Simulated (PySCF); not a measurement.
# C9H14Ge (GePhMe3): the cost of one run

Programs: PySCF 2.14.0, with density-fitted response routines of our own. Each step states its level of theory. These are calculated values for one molecule in the gas phase, unless marked as measured. Atoms are numbered from 0 throughout.

### Step 1. The starting structure

24 atoms, charge 0, multiplicity 1; geometry from: GFN2-xTB. The atoms were then displaced at random by about 0.03 Å, so the start is not that level's minimum.

Bonds of the start (Å): Ge0–C1 1.96, Ge0–C12 1.87, Ge0–C16 2.11, Ge0–C20 1.99, C1–C2 1.35, C1–C6 1.35, C2–C3 1.41, C2–H7 1.17, C3–C4 1.47, C3–H8 1.05, C4–C5 1.36, C4–H9 1.14, C5–C6 1.38, C5–H10 1.12, C6–H11 1.08, C12–H13 1.04, C12–H14 1.18, C12–H15 1.15, C16–H17 1.13, C16–H18 1.07, C16–H19 1.05, C20–H21 1.02, C20–H22 1.08, C20–H23 1.08.

### Step 2. Optimising the geometry at PBE0-D3(BJ)/def2-SVP

Job settings and geometry (Å):

```
{"job": {"xc": "PBE0", "basis": "def2-SVP", "d3": "d3bj", "grid": 1, "maxiter": 40, "shake": 0.03, "kind": "geom"}, "charge": 0, "multiplicity": 1}
Ge     0.075070    -0.094190    -1.255680
C     -0.015180    -0.015060     0.705540
C      0.981840     0.568480     1.402260
C      1.129340     0.605620     2.800640
C     -0.041010     0.021980     3.471010
C     -1.089790    -0.521240     2.796000
C     -1.028320    -0.560530     1.420980
H      1.922400     1.025880     0.877110
H      1.843380     1.067580     3.410500
H     -0.053420     0.050600     4.613160
H     -1.936780    -0.981150     3.364110
H     -1.858450    -1.006220     0.898430
C      1.804040     0.026080    -1.959100
H      1.856300    -0.153830    -2.983600
H      2.458280    -0.825700    -1.463190
H      2.372640     0.986780    -1.701770
C     -0.926750     1.626910    -1.958240
H     -1.987000     1.635370    -1.581150
H     -0.951710     1.570220    -3.031230
H     -0.513000     2.521280    -1.601690
C     -0.961210    -1.645580    -1.959840
H     -1.940030    -1.705840    -1.685180
H     -0.435500    -2.510040    -1.586810
H     -0.862810    -1.687900    -3.032290
```

The run is started by

```bash
$ OMP_NUM_THREADS=1 python probes_run.py task.json out
```

This one command runs all jobs of the session in turn.

Q: Estimate the wall time and peak memory of this first job on 1 thread of Arm Neoverse V1, shared host.

About 6.6 min, with a peak of 1.2 GiB.
